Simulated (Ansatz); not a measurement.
# TiO2: the cost of one run

Computed with Ansatz 0.2.0 (DFT PBE+U, scalar-relativistic, plane waves, PAW, unless a step's input says otherwise).

## Step 1: Starting point

Symmetry: I4_1/amd, No. 141, tetragonal system. Conventional cell: a = 3.818 Å, b = 3.818 Å, c = 9.776 Å, α = 90.00°, β = 90.00°, γ = 90.00°. Ti (site symmetry -4m2) has 6 O at 1.96 to 2.01 Å as nearest neighbours. O (site symmetry 2mm) is surrounded by 3 Ti at 1.96 to 2.01 Å.

Structure file:

```cif
data_structure
_symmetry_space_group_name_H-M 'I4_1/amd:1'
_symmetry_Int_Tables_number 141
_cell_length_a 3.8179
_cell_length_b 3.8179
_cell_length_c 9.7757
_cell_angle_alpha 90.000
_cell_angle_beta 90.000
_cell_angle_gamma 90.000
_cell_volume 142.49
loop_
_atom_site_label
_atom_site_type_symbol
_atom_site_symmetry_multiplicity
_atom_site_Wyckoff_symbol
_atom_site_fract_x
_atom_site_fract_y
_atom_site_fract_z
_atom_site_occupancy
Ti1 Ti 4 a 0.00000 0.00000 0.00000 1
O1 O 8 e 0.00000 0.00000 0.20532 1
```

This cell was relaxed beforehand with the same method: volume 11.87 Å³/atom, gap on the mesh 2.64 eV.

## Step 2: Seeking the band edges over the whole zone

The input, input.yaml:

```yaml
crystal:
  lattice:
    - [-1.9089568661, 1.9089568661, 4.8878380105]
    - [1.9089568661, -1.9089568661, 4.8878380105]
    - [1.9089568661, 1.9089568661, -4.8878380105]
  atoms:
    - { symbol: Ti, position: [0.0, 0.0, 0.0] }
    - { symbol: Ti, position: [0.75, 0.25, 0.5] }
    - { symbol: O, position: [0.2053163536, 0.2053163536, 0.0] }
    - { symbol: O, position: [0.9553163536, 0.4553163536, 0.5] }
    - { symbol: O, position: [0.5446836464, 0.0446836464, 0.5] }
    - { symbol: O, position: [0.7946836464, 0.7946836464, 0.0] }
basis:
  ecutwfc: 420
kpoints:
  mp_grid: { grid: [8, 8, 8] }
  band_path: { path: [VBM, CBM], npoints: 2 }
hamiltonian:
  xc: pbe
  hubbard: { sites: [{ species: Ti, l: d, u_eff: 4.0 }] }
scf:
  occupations: { method: gaussian, width: 0.02 }
output:
  forces: false
  stress: false
  eigenvalues: true
checkpoint:
  read: start.run
  write: ck
  compress: false
  write_wavefunctions: false
  write_every: 100000
```

On the command line:

```sh
ansatz run input.yaml --threads 1 --pin off --max-ram 2560MiB --backend cpu --events-out ev --progress --plain --runs-dir out
```

What time and memory should one allow on 1 thread of Intel Xeon Platinum 8259CL at 2.50GHz (Skylake/Cascade Lake), shared host?

About 16 s, with a peak of 0.53 GiB.
